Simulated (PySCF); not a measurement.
**CH9ClSi3: electronic excitations**

What electronic excitations should CH9ClSi3 (`[SiH3]C([SiH3])[SiH2]Cl`) show?

Programs: PySCF 2.14.0, with density-fitted response routines of our own. Each step states its level of theory. These are calculated values for one molecule in the gas phase, unless marked as measured. Atoms count from 0, in the outputs and in this text.

### 1 The molecule as given

14 atoms, charge 0, multiplicity 1; geometry from: GFN2-xTB.

Bonds of the start (Å): Si0–C1 1.91, C1–Si2 1.91, C1–Si3 1.90, Si3–Cl4 2.02, Si0–H5 1.46, Si0–H6 1.47, Si0–H7 1.46, C1–H8 1.10, Si2–H9 1.46, Si2–H10 1.46, Si2–H11 1.47, Si3–H12 1.46, Si3–H13 1.46.

### 2 Ultraviolet spectrum: B3LYP/def2-SVPD

Job settings and geometry (Å):

```
{"job": {"kind": "uv", "xc": "B3LYP", "basis": "def2-SVPD", "nstates": 8, "ntriplets": 3}, "charge": 0, "multiplicity": 1}
Si    -1.595105     0.842510     0.274181
C     -0.000483     0.081001    -0.449460
Si     1.566350     0.992904     0.137221
Si     0.136761    -1.787792    -0.158218
Cl    -1.421514    -2.741408    -1.020608
H     -2.781572     0.200718    -0.293345
H     -1.630219     2.270139    -0.055832
H     -1.594967     0.670339     1.728701
H     -0.056393     0.234287    -1.532370
H      1.724409     0.826090     1.582508
H      1.459935     2.417283    -0.185907
H      2.742067     0.440572    -0.542681
H      1.344838    -2.337615    -0.773488
H      0.105215    -2.109501     1.267132
```

Method: TDDFT B3LYP/def2-SVPD, vertical, gas phase, core orbitals frozen in the response.

On the command line:

```console
$ OMP_NUM_THREADS=1 python probes_run.py task.json out
```

One launch serves the whole session: the jobs run in the order shown.

Predict these results of the whole session: lowest singlet (B3LYP/def2-SVPD); brightest single state of those computed; lowest triplet.

**Answer**, as computed:

| quantity | value |
| --- | --- |
| lowest singlet (B3LYP/def2-SVPD) | 7.03 eV (176 nm), f = 0.015 |
| brightest single state of those computed | state 8, 7.96 eV, f = 0.096 |
| lowest triplet | 6.75 eV |

What this shows: The first singlet state (HOMO→LUMO 0.97) lies at 7.03 eV and is weak; of the 8 states computed, the strongest absorption comes from state 8 at 7.96 eV (the last computed, so partners may be missing). The lowest triplet lies 0.28 eV below the lowest singlet (triplets in Tamm-Dancoff, singlets in full TDDFT).
